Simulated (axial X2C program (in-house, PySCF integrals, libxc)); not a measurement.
# TeTi: properties at the nuclei

Aim: properties at the nuclei of TeTi, with spin–orbit coupling in the Hamiltonian from the start.

The runs use an in-house X2C program for linear molecules on PySCF integrals; two-component X2C with atomic mean-field terms, Te dyall-cv3z, Ti dyall-cv3z.

All values are calculated.

## 1. Set-up

The input, task.json:

```json
{"zs": [52, 22], "q": 0, "bas": ["dyall-cv3z", "dyall-cv3z"], "r0": 2.45, "levels": ["PBE0", "HF", "TPSSh", "LDA", "BHandHLYP"], "nst": 3}
```

Keys: zs atomic numbers; q charge; bas basis sets; r0 starting distance in Å; levels methods (HF also brings MP2); nst determinants followed.

On the command line:

```bash
> python soeom.py task.json out
```

The runs that follow: Expectation values, lowest determinant; Expectation values, a higher determinant; Expectation values, a higher determinant.

Q: Predict the outcome of this session. Wanted: lowest determinant; Eeff magnitude; Ws magnitude Te; A∥/gI Te; qzz Te; higher determinant (for each run or level that gives them).

The runs gave:

```
                                        quantity                                            value
                              lowest determinant  Ω = 1 (excess of +ω over −ω: ω = -1/2, ω = 3/2)
                    Eeff magnitude (GV/cm), PBE0                                            0.884
                     Ws magnitude Te (kHz), PBE0                                            0.705
                            A∥/gI Te (MHz), PBE0                                            -69.1
                             qzz Te (a.u.), PBE0                                             0.45
                              higher determinant   Ω = 3 (excess of +ω over −ω: ω = 1/2, ω = 5/2)
Eeff magnitude (GV/cm), PBE0, higher determinant                                            0.947
 Ws magnitude Te (kHz), PBE0, higher determinant                                            0.249
        A∥/gI Te (MHz), PBE0, higher determinant                                             2.03
         qzz Te (a.u.), PBE0, higher determinant                                             0.38
                              higher determinant   Ω = 2 (excess of +ω over −ω: ω = 1/2, ω = 3/2)
Eeff magnitude (GV/cm), PBE0, higher determinant                                            0.574
 Ws magnitude Te (kHz), PBE0, higher determinant                                            0.119
        A∥/gI Te (MHz), PBE0, higher determinant                                            -5.69
         qzz Te (a.u.), PBE0, higher determinant                                             0.22
```

In the first state, the effective field runs from 0.202 to 1.03 GV/cm over the mean-field levels, so the levels don't agree on it. The expectation values come from single determinants, which for open shells can mix terms of unlike spin or miss the lowest Ω, so a determinant need not be a state. Eeff is the effective electric field on the electron dipole moment in this Ω state and Ws the scalar–pseudoscalar constant (defined with the proton number Z and per Ω); A∥ is the parallel hyperfine constant, which follows by multiplying with the nuclear g factor gI = μI/(I μN); qzz is the electric field gradient, eQq0 = 234.96 MHz × Q/barn × qzz; μ is positive if Ti is the positive end. The operators were transformed with the bare-nucleus X2C matrices. A second determinant lies within 0.1 eV of the first.
